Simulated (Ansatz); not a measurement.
# Ti3Nb: the cost of one run

Program: Ansatz 0.2.0. Level of theory: DFT r2SCAN, scalar-relativistic, plane waves, PAW; levels and slopes on a dense k mesh at the converged density. These are calculated values, not measurements.

**1. The system as given**

It takes space group I4/mmm (No. 139, tetragonal). Conventional cell: a = 3.955 Å, b = 3.955 Å, c = 8.983 Å, α = 90.00°, β = 90.00°, γ = 90.00°. Around Ti (site symmetry -4m2) lie 8 Ti at 2.80 to 2.99 Å and 4 Nb at 2.99 Å. Ti (site symmetry 4/mmm) is surrounded by 4 Nb at 2.80 Å and 8 Ti at 2.99 Å. Around Nb (site symmetry 4/mmm) lie 12 Ti at 2.80 to 2.99 Å.

As a file:

```
Ti Nb
1.0
    -1.97757    1.97757    4.49151
     1.97757   -1.97757    4.49151
     1.97757    1.97757   -4.49151
Ti Nb
3 1
Direct
  0.75000 0.25000 0.50000
  0.25000 0.75000 0.50000
  0.50000 0.50000 0.00000
  0.00000 0.00000 0.00000
```

The structure comes from the Materials Project (structure only) and is not relaxed.

**2. Self-consistency and the dense mesh**

The input, input.yaml:

```yaml
crystal:
  lattice:
    - [-1.977571, 1.977571, 4.491512]
    - [1.977571, -1.977571, 4.491512]
    - [1.977571, 1.977571, -4.491512]
  atoms:
    - { symbol: Ti, position: [0.75, 0.25, 0.5] }
    - { symbol: Ti, position: [0.25, 0.75, 0.5] }
    - { symbol: Ti, position: [0.5, 0.5, 0.0] }
    - { symbol: Nb, position: [0.0, 0.0, 0.0] }
basis:
  ecutwfc: 500
kpoints:
  mp_grid: { grid: [14, 14, 14] }
hamiltonian:
  xc: r2scan
scf:
  occupations: { method: gaussian, width: 0.05 }
output:
  forces: true
  eigenvalues: true
  eigenstates:
    nscf_kmesh: { grid: [24, 24, 24] }
    top_band: c6
    de_dk: true
    localisation: true
  stress: true
checkpoint:
  write: ck
  compress: false
  write_wavefunctions: false
  write_every: 100000
```

On the command line:

```
ansatz run input.yaml --threads 1 --pin off --max-ram 3072MiB --backend cpu --events-out ev --progress --plain --runs-dir out
```

Q: Estimate wall time and peak memory on 1 thread of Arm Neoverse V2, shared host.

About 4.4 min, with a peak of 1.6 GiB.
